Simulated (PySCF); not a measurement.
**C₄H₆F₂O₂Si: electronic excitations**

Aim: predict the electronic excitations of C₄H₆F₂O₂Si (`O=C/C(=C\O[SiH3])C(F)F`).

The runs use PySCF 2.14.0, with density-fitted response routines of our own; the level of theory stands in each step. All values are computed, except where a source is named. Atoms count from 0, in the outputs and in this text.

### Step 1. Starting geometry

15 atoms, charge 0, multiplicity 1; geometry from: GFN2-xTB.

Bonds of the start (Å): O0–C1 1.21, C1–C2 1.44, C2–C3 1.37, C3–O4 1.28, O4–Si5 1.69, C2–C6 1.50, C6–F7 1.36, C6–F8 1.36, C1–H9 1.11, C3–H10 1.09, Si5–H11 1.47, Si5–H12 1.45, Si5–H13 1.45, C6–H14 1.10.

### Step 2. TDDFT and polarisability: CAM-B3LYP/def2-SVPD

The job: settings as JSON, then the geometry in Å.

```
{"job": {"kind": "uv", "xc": "CAM-B3LYP", "basis": "def2-SVPD", "nstates": 8, "ntriplets": 3}, "charge": 0, "multiplicity": 1}
O      0.708183     1.678779     0.586263
C     -0.404583     1.205021     0.691251
C     -0.815002    -0.085426     0.213652
C      0.022931    -0.947294    -0.436627
O      1.259678    -0.802246    -0.738974
Si     2.484018     0.348013    -0.591382
C     -2.234476    -0.524597     0.421628
F     -2.297858    -1.703539     1.094824
F     -2.859986    -0.755829    -0.763606
H     -1.200110     1.787700     1.192272
H     -0.395133    -1.905734    -0.755820
H      3.466443    -0.485645    -1.295649
H      2.201845     1.512901    -1.411924
H      2.897135     0.476657     0.794924
H     -2.837499     0.209228     0.977256
```

Method: TDDFT CAM-B3LYP/def2-SVPD, vertical, gas phase, core orbitals frozen in the response.

The run is started by

```
$ OMP_NUM_THREADS=1 python probes_run.py task.json out
```

This one command runs all jobs of the session in turn.

The log of the run:

```text
coarse grid: 14032 points
cycle   1  E = -794.6620255524  dE =  1.626e+00  |g| = 1.147e+00  |ddm| = 6.819e+00
cycle   2  E = -794.3167875860  dE =  3.452e-01  |g| = 1.821e+00  |ddm| = 5.919e+00
cycle   3  E = -794.9102798665  dE = -5.935e-01  |g| = 1.922e-01  |ddm| = 4.288e+00
cycle   4  E = -794.9166144270  dE = -6.335e-03  |g| = 8.421e-02  |ddm| = 4.350e-01
cycle   5  E = -794.9178405192  dE = -1.226e-03  |g| = 1.964e-02  |ddm| = 1.500e-01
cycle   6  E = -794.9179173855  dE = -7.687e-05  |g| = 7.647e-03  |ddm| = 4.300e-02
cycle   7  E = -794.9179303626  dE = -1.298e-05  |g| = 2.057e-03  |ddm| = 2.170e-02
cycle   8  E = -794.9179320640  dE = -1.701e-06  |g| = 1.097e-03  |ddm| = 9.399e-03
final grid: 134616 points
cycle   9  E = -795.0452975292  dE = -3.059e-05  |g| = 5.187e-03  |ddm| = 1.043e-01
cycle  10  E = -795.0452946957  dE =  2.833e-06  |g| = 6.826e-03  |ddm| = 1.755e-02
cycle  11  E = -795.0453022346  dE = -7.539e-06  |g| = 6.581e-04  |ddm| = 8.895e-03
cycle  12  E = -795.0453023059  dE = -7.135e-08  |g| = 3.394e-04  |ddm| = 1.547e-03
cycle  13  E = -795.0453023298  dE = -2.389e-08  |g| = 5.768e-05  |ddm| = 8.050e-04
cycle  14  E = -795.0453023312  dE = -1.414e-09  |g| = 2.466e-05  |ddm| = 2.098e-04
cycle  15  E = -795.0453023315  dE = -3.051e-10  |g| = 8.228e-06  |ddm| = 1.091e-04
converged SCF energy = -795.0453023315

Static polarisability (au): isotropic 82.354, principal 61.679 83.609 101.776

Singlet excitations
state   eV       nm        f      main configurations
  1   4.0443    306.6   0.00126   H-1->L 0.89
  2   4.8343    256.5   0.13412   H->L 0.97
  3   5.7814    214.5   0.00008   H-2->L 0.78, H-4->L 0.09
  4   7.0206    176.6   0.00422   H-4->L 0.71, H-2->L 0.11
  5   7.0429    176.0   0.00795   H->L+1 0.86
  6   7.3742    168.1   0.01546   H-1->L+1 0.68, H-2->L+1 0.10
  7   7.5126    165.0   0.00135   H-5->L 0.40, H-1->L+5 0.38, H-4->L 0.09
  8   7.5381    164.5   0.06243   H-3->L 0.94

Triplet excitations (Tamm-Dancoff, eV): 3.1068 3.6250 5.5606
```

Run time: 2.3 min. Hardware: 1 thread of Arm Neoverse N1, shared host; peak memory 1.1 GiB.

The orbitals next to the gap, with their largest atomic shares:

```
orbital      eV                         atoms
 HOMO−3  -11.69  Si5 35 %, H12 22 %, H13 21 %
 HOMO−2  -10.51   Si5 24 %, O4 23 %, H11 20 %
 HOMO−1   -9.57     O0 52 %, C1 12 %, Si5 7 %
   HOMO   -9.14     C2 32 %, O4 16 %, C3 14 %
   LUMO   -1.30     C3 25 %, C1 21 %, O0 17 %
 LUMO+1    0.90    Si5 32 %, O4 12 %, C3 10 %
 LUMO+2    1.14     Si5 31 %, C6 9 %, H12 7 %
```

With each of the 8 states as a Gaussian band of 0.4 eV half-width at 1/e, the curve within the window shown has maxima at 256 nm (ε 5,400), 165 nm (ε 3,300) L/(mol cm). Beyond the last state computed it falls off for lack of states. The curve at chosen wavelengths:

nm, ε (L/mol/cm) and a bar:
```
      158       1640 #########
      166       3245 ##################
      174       1747 ##########
      182        528 ###
      190        104 #
      198         12 
      206          4 
      214         22 
      222        170 #
      230        810 #####
      238       2296 #############
      246       4208 ########################
      254       5367 ##############################
      263       4941 ############################
      271       3542 ####################
      279       2084 ############
      287       1054 ######
      295        484 ###
      303        220 #
      311        109 #
      319         63 
      327         40 
      335         26 
      343         16 
      351         10 
      359          6
```

Leading natural transition orbitals of singlet state 2: the hole lies on C2 37 %; O4 19 %; O0 14 %; the particle on C1, C3 about 25 % each; O0 16 %; O4 8 %.

Leading natural transition orbitals of singlet state 1: the hole lies on O0 62 %; H9 13 %; C2 9 %; the particle on C1 32 %; O0 21 %; C3 21 %.

Ground-state properties from the same run:

```
           property  computed
  dipole moment (D)      0.79
polarisability (Å³)     12.20
 HOMO–LUMO gap (eV)      7.84
      −ε(HOMO) (eV)      9.14
```

Orbitals, density, ELF and potential are computed afterwards from the orbital file.

Frontier orbitals at CAM-B3LYP/def2-SVPD, with the share of their density that lies nearest to each atom:

```
orbital  energy (eV)                                   lies on
   HOMO        -9.14  C2 39 %; O0, O4 about 16 % each; C3 12 %
   LUMO        -1.30                 C3 28 %; C1 22 %; O0 15 %
```

ELF in a plane through or near 11 of the atoms.

Ten even steps from '0' (0.00) to '9' (1.00):
```
0000000000000000000000000000
0000000000000000000000000000
0000000000000000000000000000
0000000000133002761000000000
0000000002577319997000000000
0000000002798649997000000000
0000000002854817980178400000
0000001211687773500899900000
0000002211143289535999900000
0000011360100052285798300000
0002684571763383493431000000
0017999304867357353320000000
0019999925737247100000000000
0008999804884599700000000000
0001799202640399910000000000
0000022000100199910000000000
0000000000000034100000000000
0000000000000000000000000000
0000000000000000000000000000
0000000000000000000000000000
```
The map spans 12.3 Å across and 9.6 Å up, centred on the molecule. Atoms in the plane (x, y in Å): O0 (-0.8, 1.7), C1 (0.3, 1.4), C2 (0.8, 0.1), C3 (0.0, -1.0), O4 (-1.2, -1.1), Si5 (-2.6, -0.1), C6 (2.3, -0.2), H9 (1.1, 2.2), H10 (0.5, -2.0), H11 (-3.5, -1.2), H14 (2.9, 0.8).

On the surface of density 0.002 e/bohr³ the electrostatic potential runs, from the 1st to the 99th percentile, from -1.13 V near O0 to 1.58 V near H14.

### Step 3. Results

| quantity | value |
| --- | --- |
| lowest singlet (CAM-B3LYP/def2-SVPD) | 4.04 eV (307 nm), f = 0.001 |
| brightest single state of those computed | state 2, 4.83 eV, f = 0.134 |
| lowest triplet | 3.11 eV |
| surface potential, 1st and 99th percentile | -1.13 V and 1.58 V |

**Reading.** The lowest singlet, at 4.04 eV, is HOMO−1→LUMO 0.89 and is weak; of the 8 states computed, the strongest absorption comes from state 2 at 4.83 eV (the last state computed is bright too, and its partners may lie past the list). The lowest triplet lies 0.94 eV below the lowest singlet (triplets in Tamm-Dancoff, singlets in full TDDFT). At CAM-B3LYP/def2-SVPD, counted by nearest atom on the grid, the HOMO lies on C2 39 %; O0, O4 about 16 % each, the LUMO on C3 28 %; C1 22 %.
